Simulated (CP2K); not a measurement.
**GaSiH3F2 (SMILES [F][Ga]([F])[SiH3]), step by step**

We compute a geometry optimisation (singlet GaSiH3F2, GFN2-xTB), then energy and gradient (doublet [GaSiH3F2]−, GFN2-xTB), then a geometry optimisation (doublet [GaSiH3F2]−, GFN2-xTB), then energy and gradient (singlet GaSiH3F2, GFN2-xTB) of F2GaH3Si. 

Program for the calculation: CP2K 2026.2.

3 further runs of the same task are left out: 3 set aside as unsound or not needed.

### Step 1. The molecule

GaSiH3F2: 7 atoms, total charge 0, spin state singlet. As SMILES, `[F][Ga]([F])[SiH3]`. Geometry: relaxed at PBE0-D4/def2-TZVP. The run starts from this shape.

Bond lengths: F1–Ga2 1.750 Å, Ga2–F3 1.749 Å, Ga2–Si4 2.387 Å, Si4–H5 1.483 Å, Si4–H6 1.483 Å, Si4–H7 1.484 Å. Angles: F1–Ga2–F3 110.4°, F1–Ga2–Si4 124.5°, F3–Ga2–Si4 125.2°, Ga2–Si4–H5 109.3°, Ga2–Si4–H6 108.8°, Ga2–Si4–H7 107.8°, H5–Si4–H6 110.6°, H5–Si4–H7 110.2°, H6–Si4–H7 110.0°.

### Step 2. A structure relaxation at GFN2-xTB (run 1)

qs.inp reads:

```
&force_eval
  method Quickstep
  &dft
    charge 0
    multiplicity 1
    &qs
      method XTB
      eps_default 1.0E-10
      &xtb
        gfn_type TBLITE
        &tblite
          method GFN2
        &end
        check_atomic_charges F
      &end
    &end
    &poisson
      periodic NONE
      poisson_solver ANALYTIC
    &end
    &scf
      scf_guess ATOMIC
      eps_scf 1.0E-07
      max_scf 150
      added_mos 4
      &diagonalization
        algorithm STANDARD
      &end
      &mixing
        method DIRECT_P_MIXING
        alpha 0.4
      &end
    &end
    # extra output
    &print
      &moments
        periodic F
        reference COM
        max_moment 1
      &end
      &mulliken OFF
      &end
      &hirshfeld OFF
      &end
    &end
  &end
  # atoms, cell and kinds
  &subsys
    &cell
      abc [angstrom] 12 11.3 11.4
      periodic NONE
    &end
    &coord
      SCALED T
      F    0.50209583   0.35325221   0.65065351
      Ga   0.53643750   0.42800442   0.52117982
      F    0.66600417   0.38045575   0.46896053
      Si   0.42094583   0.57261504   0.42882018
      H    0.48988750   0.64626106   0.34934649
      H    0.36832083   0.64674779   0.52078509
      H    0.33399583   0.50900442   0.36096930
    &end
  &end
&end

# ionic moves
&motion
  &geo_opt
    optimizer BFGS
    max_iter 100
    max_force 4.5E-04
    rms_force 3.0E-04
  &end
  # extra output
  &print
    &trajectory
      &each
        geo_opt 1
      &end
    &end
    &forces ON
      &each
        geo_opt 1
      &end
    &end
    &restart OFF
    &end
    &restart_history OFF
    &end
  &end
&end

&global
  project qs
  run_type GEO_OPT
  print_level LOW
&end
```

On the command line:

```sh
$ OMP_NUM_THREADS=1 cp2k.psmp qs.inp > qs.out
```

Standard output:

```text
CP2K| version string:                                       CP2K version 2026.2
[...]
 GLOBAL| Method name                                                        CP2K
[...]
 GLOBAL| Run type                                                        GEO_OPT
[...]
                             - Atoms:                                          7
[...]
                             - Spherical basis functions:                     29
[...]
 Number of electrons:                                                         24
[...]
  *** SCF run converged in    28 steps ***
[...]
 ENERGY| Total FORCE_EVAL ( QS ) energy [hartree]            -14.078956237283155
[...]
 OPT| Step number                                                              0
[...]
 OPT| Total energy [hartree]                                      -14.0789562373
[...]
 OPT| Step number                                                             10
[...]
 OPT| Total energy [hartree]                                      -14.0798571444
[...]
 OPT| Step number                                                             11
[...]
 OPT| Total energy [hartree]                                      -14.0798573369
[...]
 ***                    GEOMETRY OPTIMIZATION COMPLETED                      ***
[...]
  *** SCF run converged in     4 steps ***
[...]
  Fermi energy:                                                -0.31302557223030
[...]
 TB_DIPOLE| Moment [Debye]         -4.27879405       5.01827950      -3.26768337
 TB_DIPOLE| Derivative [a.u.]       0.00000000       0.00000000       0.00000000
 ENERGY| Total FORCE_EVAL ( QS ) energy [hartree]            -14.079857336887329
[...]
```

Run time: 1.5 s. Hardware: 1 thread of Intel Xeon Platinum 8488C (Sapphire Rapids), shared host; peak memory 0.19 GiB.

The path in brief:

```
step  energy from the first frame kept (eV)  largest force (eV/Å)
   1                                 0.0000                0.3655
   2                                -0.0074                0.1744
   3                                -0.0093                0.0912
   4                                -0.0106                0.0227
   5                                -0.0107                0.0245
   6                                -0.0108                0.0154
   7                                -0.0108                0.0142
   8                                -0.0109                0.0065
   9                                -0.0109                0.0077
  10                                -0.0109                0.0060
  11                                -0.0109                0.0030
  12                                -0.0109                0.0030
```

After the run. Bond lengths: F1–Ga2 1.784 Å, Ga2–F3 1.784 Å, Ga2–Si4 2.409 Å, Si4–H5 1.467 Å, Si4–H6 1.468 Å, Si4–H7 1.469 Å. Angles: F1–Ga2–F3 107.4°, F1–Ga2–Si4 126.0°, F3–Ga2–Si4 126.6°, Ga2–Si4–H5 107.6°, Ga2–Si4–H6 107.8°, Ga2–Si4–H7 108.4°, H5–Si4–H6 111.0°, H5–Si4–H7 111.0°, H6–Si4–H7 111.0°.

### Step 3. The doublet anion: energy and forces at GFN2-xTB (run 2)

gas.inp reads:

```
&GLOBAL
   PROJECT gas
   RUN_TYPE ENERGY_FORCE
   PRINT_LEVEL MEDIUM
&END

&FORCE_EVAL
   METHOD QS
   &DFT
      CHARGE -1
      MULTIPLICITY 2
      UKS T
      ! Quickstep
      &QS
         METHOD XTB
         EPS_DEFAULT 1.0E-10
         &XTB
            GFN_TYPE TBLITE
            &TBLITE
               METHOD GFN2
            &END
            CHECK_ATOMIC_CHARGES F
         &END
      &END
      ! isolated system
      &POISSON
         PERIODIC NONE
         POISSON_SOLVER ANALYTIC
      &END
      &SCF
         SCF_GUESS ATOMIC
         EPS_SCF 1.0E-07
         MAX_SCF 150
         ADDED_MOS 2
         &DIAGONALIZATION
            ALGORITHM STANDARD
         &END
         &MIXING
            METHOD DIRECT_P_MIXING
            ALPHA 0.4
         &END
         &SMEAR ON
            METHOD FERMI_DIRAC
            ELECTRONIC_TEMPERATURE [K] 300
         &END
      &END
      &PRINT
         &MOMENTS
            PERIODIC F
            REFERENCE COM
            MAX_MOMENT 1
         &END
         &MO ON
            ENERGIES T
            OCCUPATION_NUMBERS T
            NDIGITS 6
            &EACH
               QS_SCF 0
            &END
            ADD_LAST NUMERIC
         &END
         &HIRSHFELD OFF
         &END
      &END
   &END
   &SUBSYS
      ! vacuum box
      &CELL
         ABC [angstrom] 12 11.3 11.5
         PERIODIC NONE
      &END
      &COORD
         SCALED T
         F    0.50436846   0.35213615   0.65004652
         Ga   0.53501054   0.42931801   0.51859487
         F    0.66809112   0.37983881   0.46947017
         Si   0.41809088   0.57496500   0.42630757
         H    0.48916437   0.64651730   0.34995348
         H    0.36802562   0.64786385   0.51809165
         H    0.33190888   0.51289810   0.35919713
      &END
   &END
   &PRINT
      &FORCES ON
      &END
   &END
&END
```

On the command line:

```sh
$ OMP_NUM_THREADS=1 cp2k.psmp -i gas.inp -o gas.out
```

Standard output:

```text
CP2K| version string:                                       CP2K version 2026.2
[...]
 GLOBAL| Method name                                                        CP2K
[...]
 GLOBAL| Run type                                                   ENERGY_FORCE
[...]
                             - Atoms:                                          7
[...]
                             - Spherical basis functions:                     29
[...]
 Number of electrons:                                                         13
[...]
  *** SCF run converged in    16 steps ***
[...]
  Fermi energy:                                                -0.05522248575357
[...]
 TB_DIPOLE| Moment [Debye]         -1.00182785       1.16935273      -0.77749647
 TB_DIPOLE| Derivative [a.u.]       0.00000000       0.00000000       0.00000000
[...]
 ENERGY| Total FORCE_EVAL ( QS ) energy [hartree]            -14.250448913849452
 FORCES| Atomic forces [hartree/bohr]
 FORCES|   Atom     x               y               z               |f|
 FORCES|      1 -6.35702555E-03 -1.63142643E-02  2.79178924E-02   3.29541456E-02
 FORCES|      2  1.22338784E-03 -1.18874565E-03  5.59002371E-04   1.79507038E-03
 FORCES|      3  2.99361004E-02 -1.07940351E-02 -1.00801752E-02   3.33810011E-02
 FORCES|      4 -1.72421635E-02  1.89900337E-02 -1.24650472E-02   2.85182570E-02
 FORCES|      5 -2.98711961E-03  2.46253329E-03 -1.42070656E-03   4.12375568E-03
 FORCES|      6 -2.32925659E-03  2.64216047E-03 -2.77848214E-03   4.48624689E-03
 FORCES|      7 -2.24392296E-03  4.20231765E-03 -1.73248362E-03   5.06913832E-03
 FORCES| Sum     8.67361738E-19  4.77048956E-17 -8.26162055E-17
 FORCES| Total atomic force                                       9.54041236E-17
[...]
```

It took 1.2 s on 1 thread of Intel Xeon Platinum 8488C (Sapphire Rapids), shared host; peak memory 0.19 GiB.

### Step 4. The doublet anion: a geometry optimisation at GFN2-xTB (run 3)

mol.inp reads:

```
&GLOBAL
    PROJECT mol
    RUN_TYPE GEO_OPT
    PRINT_LEVEL LOW
&END GLOBAL

&FORCE_EVAL
    METHOD QUICKSTEP
    &DFT
        CHARGE -1
        MULTIPLICITY 2
        LSD T
        &QS
            METHOD XTB
            EPS_DEFAULT 1.0E-10
            &XTB
                GFN_TYPE TBLITE
                &TBLITE
                    METHOD GFN2
                &END TBLITE
                CHECK_ATOMIC_CHARGES F
            &END XTB
        &END QS
        &POISSON
            PERIODIC NONE
            POISSON_SOLVER ANALYTIC
        &END POISSON
        &SCF
            SCF_GUESS ATOMIC
            EPS_SCF 1.0E-07
            MAX_SCF 150
            ADDED_MOS 2
            &DIAGONALIZATION
                ALGORITHM STANDARD
            &END DIAGONALIZATION
            &MIXING
                METHOD DIRECT_P_MIXING
                ALPHA 0.4
            &END MIXING
            &SMEAR ON
                METHOD FERMI_DIRAC
                ELECTRONIC_TEMPERATURE [K] 300
            &END SMEAR
        &END SCF
        &PRINT
            &MOMENTS
                PERIODIC F
                REFERENCE COM
                MAX_MOMENT 1
            &END MOMENTS
            &MULLIKEN OFF
            &END MULLIKEN
            &HIRSHFELD OFF
            &END HIRSHFELD
        &END PRINT
    &END DFT
    ! atoms, cell and kinds
    &SUBSYS
        ! vacuum box
        &CELL
            ABC [angstrom] 12 11.3 11.5
            PERIODIC NONE
        &END CELL
        &COORD
            SCALED T
            F    0.50436846   0.35213615   0.65004652
            Ga   0.53501054   0.42931801   0.51859487
            F    0.66809112   0.37983881   0.46947017
            Si   0.41809088   0.57496500   0.42630757
            H    0.48916437   0.64651730   0.34995348
            H    0.36802562   0.64786385   0.51809165
            H    0.33190888   0.51289810   0.35919713
        &END COORD
    &END SUBSYS
&END FORCE_EVAL

! ionic moves
&MOTION
    &GEO_OPT
        OPTIMIZER BFGS
        MAX_ITER 100
        MAX_FORCE 4.5E-04
        RMS_FORCE 3.0E-04
    &END GEO_OPT
    &PRINT
        &TRAJECTORY
            &EACH
                GEO_OPT 1
            &END EACH
        &END TRAJECTORY
        &FORCES ON
            &EACH
                GEO_OPT 1
            &END EACH
        &END FORCES
        &RESTART OFF
        &END RESTART
        &RESTART_HISTORY OFF
        &END RESTART_HISTORY
    &END PRINT
&END MOTION
```

On the command line:

```sh
$ OMP_NUM_THREADS=1 cp2k.psmp mol.inp > mol.out
```

Standard output:

```text
CP2K| version string:                                       CP2K version 2026.2
[...]
 GLOBAL| Method name                                                        CP2K
[...]
 GLOBAL| Run type                                                        GEO_OPT
[...]
                             - Atoms:                                          7
[...]
                             - Spherical basis functions:                     29
[...]
 Number of electrons:                                                         13
[...]
  *** SCF run converged in    16 steps ***
[...]
 ENERGY| Total FORCE_EVAL ( QS ) energy [hartree]            -14.250448913849452
[...]
 OPT| Step number                                                              0
[...]
 OPT| Total energy [hartree]                                      -14.2504489138
[...]
 OPT| Step number                                                             71
[...]
 OPT| Total energy [hartree]                                      -14.2861062351
[...]
 OPT| Step number                                                             72
[...]
 OPT| Total energy [hartree]                                      -14.2861062400
[...]
 ***                    GEOMETRY OPTIMIZATION COMPLETED                      ***
[...]
  *** SCF run converged in     2 steps ***
[...]
  Fermi energy:                                                -0.12660734851588
[...]
 TB_DIPOLE| Moment [Debye]         -1.51002931       0.46631068      -2.04093819
 TB_DIPOLE| Derivative [a.u.]       0.00000000       0.00000000       0.00000000
 ENERGY| Total FORCE_EVAL ( QS ) energy [hartree]            -14.286106239952749
[...]
```

It took 6 s on 1 thread of Intel Xeon Platinum 8488C (Sapphire Rapids), shared host; peak memory 0.19 GiB.

Steps, from the record of the run:

```
step  energy from the first frame kept (eV)  largest force (eV/Å)
   1                                 0.0000                1.3062
   4                                -0.4413                0.4025
   7                                -0.4656                0.0677
  10                                -0.4704                0.1228
  13                                -0.4761                0.1620
  16                                -0.4951                0.1944
  19                                -0.5131                0.6326
  22                                -0.5740                0.4194
  25                                -0.5990                0.1070
  28                                -0.6106                0.0943
  31                                -0.6135                0.0551
  34                                -0.6144                0.0696
  37                                -0.6175                0.1379
  40                                -0.6252                0.1145
  43                                -0.6266                0.0341
  46                                -0.6290                0.0488
  49                                -0.6333                0.1399
  52                                -0.6357                0.0331
  55                                -0.6360                0.0171
  58                                -0.6365                0.0099
  61                                -0.6366                0.0137
  64                                -0.6371                0.0485
  67                                -0.6375                0.0144
  70                                -0.6375                0.0013
  73                                -0.6375                0.0002
```

After the run. Bond lengths: F1–Ga2 1.933 Å, Ga2–F3 1.933 Å, Ga2–Si4 2.553 Å, Si4–H5 1.484 Å, Si4–H6 1.487 Å, Si4–H7 1.484 Å. Angles: F1–Ga2–F3 104.7°, F1–Ga2–Si4 107.0°, F3–Ga2–Si4 106.9°, Ga2–Si4–H5 101.4°, Ga2–Si4–H6 142.9°, Ga2–Si4–H7 101.4°, H5–Si4–H6 101.4°, H5–Si4–H7 103.0°, H6–Si4–H7 101.4°.

### Step 5. Energy and forces at GFN2-xTB (run 4)

calc.inp reads:

```
&FORCE_EVAL
   METHOD QUICKSTEP
   &DFT
      CHARGE 0
      MULTIPLICITY 1
      &QS
         METHOD XTB
         EPS_DEFAULT 1.0E-10
         &XTB
            GFN_TYPE TBLITE
            &TBLITE
               METHOD GFN2
            &END TBLITE
            CHECK_ATOMIC_CHARGES F
         &END XTB
      &END QS
      &POISSON
         PERIODIC NONE
         POISSON_SOLVER ANALYTIC
      &END POISSON
      &SCF
         SCF_GUESS ATOMIC
         EPS_SCF 1.0E-07
         MAX_SCF 150
         ADDED_MOS 4
         &DIAGONALIZATION
            ALGORITHM STANDARD
         &END DIAGONALIZATION
         &MIXING
            METHOD DIRECT_P_MIXING
            ALPHA 0.4
         &END MIXING
      &END SCF
      &PRINT
         &MOMENTS
            PERIODIC F
            REFERENCE COM
            MAX_MOMENT 1
         &END MOMENTS
         &MO ON
            ENERGIES T
            OCCUPATION_NUMBERS T
            NDIGITS 6
            &EACH
               QS_SCF 0
            &END EACH
            ADD_LAST NUMERIC
         &END MO
         &HIRSHFELD OFF
         &END HIRSHFELD
      &END PRINT
   &END DFT
   &SUBSYS
      &CELL
         ABC [angstrom] 12.5 12.1 11.7
         PERIODIC NONE
      &END CELL
      &COORD
         SCALED T
         F    0.48670528   0.33138876   0.65742179
         Ga   0.53168176   0.37793331   0.50681103
         F    0.68036888   0.41835479   0.52490470
         Si   0.42956848   0.55510083   0.46074744
         H    0.46661432   0.57801471   0.34257821
         H    0.40737632   0.66861124   0.50341333
         H    0.31963112   0.51203099   0.44306932
      &END COORD
   &END SUBSYS
   &PRINT
      &FORCES ON
      &END FORCES
   &END PRINT
&END FORCE_EVAL

&GLOBAL
   PROJECT_NAME calc
   RUN_TYPE ENERGY_FORCE
   PRINT_LEVEL MEDIUM
&END GLOBAL
```

On the command line:

```sh
$ OMP_NUM_THREADS=1 cp2k.psmp calc.inp > calc.out
```

Standard output:

```text
CP2K| version string:                                       CP2K version 2026.2
[...]
 GLOBAL| Method name                                                        CP2K
[...]
 GLOBAL| Run type                                                   ENERGY_FORCE
[...]
                             - Atoms:                                          7
[...]
                             - Spherical basis functions:                     29
[...]
 Number of electrons:                                                         24
[...]
  *** SCF run converged in    44 steps ***
[...]
  Fermi energy:                                                -0.37600144192903
[...]
 TB_DIPOLE| Moment [Debye]         -4.70181918       4.75015437      -4.11900548
 TB_DIPOLE| Derivative [a.u.]       0.00000000       0.00000000       0.00000000
[...]
 ENERGY| Total FORCE_EVAL ( QS ) energy [hartree]            -14.048765154202139
 FORCES| Atomic forces [hartree/bohr]
 FORCES|   Atom     x               y               z               |f|
 FORCES|      1  4.02912828E-03  2.11921042E-03 -1.94488816E-02   1.99745819E-02
 FORCES|      2  1.17552546E-02  1.70210639E-02  2.99069786E-02   3.63638556E-02
 FORCES|      3 -1.77391168E-02 -7.34292450E-03 -5.50497276E-03   1.99724693E-02
 FORCES|      4 -1.54476769E-02  1.86832792E-03 -2.28689827E-02   2.76606533E-02
 FORCES|      5  4.87598219E-03 -2.70510060E-03  3.66372812E-03   6.67200685E-03
 FORCES|      6  9.34877632E-03 -7.51968744E-03  9.50312127E-03   1.53053792E-02
 FORCES|      7  3.17765226E-03 -3.44088967E-03  4.74900908E-03   6.67010366E-03
 FORCES| Sum     2.77555756E-17  1.20563282E-16  2.68882139E-17
 FORCES| Total atomic force                                       1.26605106E-16
[...]
```

Wall time 1.1 s (1 thread of Intel Xeon Platinum 8488C (Sapphire Rapids), shared host); peak memory 0.19 GiB.

### Step 6. Summary of results

```
                                                              quantity         value
                              run 1, GFN2-xTB: total energy at the end  -14.07986 Eh
            run 1, GFN2-xTB: dipole moment (from atomic charges alone)        7.36 D
                                    doublet anion, run 2: total energy  -14.25045 Eh
              doublet anion, run 2: HOMO energy (highest over α and β)      -1.69 eV
               doublet anion, run 2: LUMO energy (lowest over α and β)      -1.32 eV
                        doublet anion, run 2: largest force on an atom    1.717 eV/Å
                         doublet anion, run 3: total energy at the end  -14.28611 Eh
                                         run 4, GFN2-xTB: total energy  -14.04877 Eh
            run 4, GFN2-xTB: dipole moment (from atomic charges alone)        7.85 D
                                          run 4, GFN2-xTB: HOMO energy     -11.52 eV
                                          run 4, GFN2-xTB: LUMO energy      -9.34 eV
                                        run 4, GFN2-xTB: HOMO–LUMO gap       2.19 eV
                             run 4, GFN2-xTB: largest force on an atom    1.870 eV/Å
adiabatic electron affinity (to the doublet anion, no zero-point term)      5.612 eV
```

What this shows: No empirical shift is applied, and without it xTB methods put this difference several eV too high. The largest force (run 4, GFN2-xTB) is 1.87 eV/Å: the shape isn't a stationary point for this species at this level. The adiabatic electron affinity (to the doublet anion, no zero-point term) is 5.61 eV (129 kcal/mol). The dipole (run 1, GFN2-xTB) comes from point charges on the atoms alone, without atomic dipoles, so it is partial. The optimisation (run 1, GFN2-xTB) took 11 steps and changed the energy by -0.025 eV. The optimisation (doublet anion, run 3) took 72 steps and changed the energy by -0.970 eV.
